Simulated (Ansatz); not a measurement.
**CH4ClFOSi: small, medium and large basis sets**

How large a basis does CH4ClFOSi need? Two functionals are run in growing sets.

Program: Ansatz 0.2.0, Gaussian basis. Level of theory: one geometry, several basis sets. These are calculated values, not measurements.

The runs, in order: PBE0-D4/def2-SVP; ωB97M-V/def2-SVP; PBE0-D4/def2-QZVPP; ωB97M-V/def2-QZVPP; the functionals' def2-TZVPP values are taken from earlier runs.

## 1. The geometry

The geometry comes from an earlier relaxation with PBE0-D4 in a triple-zeta def2 set; it is a stationary point, not always the lowest conformer.

SMILES `OC(F)([SiH3])Cl`, 9 atoms, charge 0, spin multiplicity 1.

Atoms are counted from 1 here; the program's logs count them from 0.

Bond lengths: O1–C2 1.352 Å, O1–H6 0.967 Å, C2–F3 1.371 Å, C2–Si4 1.920 Å, C2–Cl5 1.817 Å, Si4–H7 1.480 Å, Si4–H8 1.483 Å, Si4–H9 1.480 Å. Angles: C2–O1–H6 109.6°, O1–C2–F3 110.1°, O1–C2–Si4 111.2°, O1–C2–Cl5 110.9°, F3–C2–Si4 110.9°, F3–C2–Cl5 105.2°, Si4–C2–Cl5 108.4°, C2–Si4–H7 107.1°, C2–Si4–H8 107.9°, C2–Si4–H9 107.8°, H7–Si4–H8 111.1°, H7–Si4–H9 111.6°, H8–Si4–H9 111.2°.

## 2. PBE0-D4 in def2-SVP

in.yaml reads:

```yaml
crystal:
  periodic: [false, false, false]
  atoms:
    - {symbol: O, position_ang: [-0.860832, 0.029986, 1.389123]}
    - {symbol: C, position_ang: [-0.609848, 0.257790, 0.080816]}
    - {symbol: F, position_ang: [-1.639993, -0.219880, -0.687337]}
    - {symbol: Si, position_ang: [1.061865, -0.523839, -0.450596]}
    - {symbol: Cl, position_ang: [-0.544174, 2.040255, -0.266627]}
    - {symbol: H, position_ang: [-1.669499, 0.492183, 1.650034]}
    - {symbol: H, position_ang: [1.230760, -0.250641, -1.894940]}
    - {symbol: H, position_ang: [0.988164, -1.981606, -0.188946]}
    - {symbol: H, position_ang: [2.132156, 0.109554, 0.351375]}
basis:
  gaussian: {orbitals: def2-SVP}
hamiltonian: {xc: pbe0, dispersion: d4}
output: {orbitals: {seedname: orbitals}}
```

The run is started by

```bash
> ansatz run in.yaml --threads 4 --pin off --events-out ev --progress --plain --max-ram 10444MiB
```

After this run come: ωB97M-V in def2-SVP; PBE0-D4 in def2-QZVPP; ωB97M-V in def2-QZVPP.

Before running them: what should the planned runs give, taken together? Wanted: PBE0-D4: double and triple zeta above quadruple; ωB97M-V: double and triple zeta above quadruple.

The runs gave:

| quantity | value |
| --- | --- |
| PBE0-D4: double and triple zeta above quadruple | 15.09, 0.95 eV |
| ωB97M-V: double and triple zeta above quadruple | 15.18, 0.89 eV |

PBE0-D4 gains 14.15 eV from double to triple zeta, then 0.95 eV more. These are total energies; as a rule much of such shifts cancels in differences, which this series doesn't test. The LUMO of ωB97M-V is positive and keeps falling with the basis (2.42 to 1.43 eV): an unbound level that the basis holds in place.
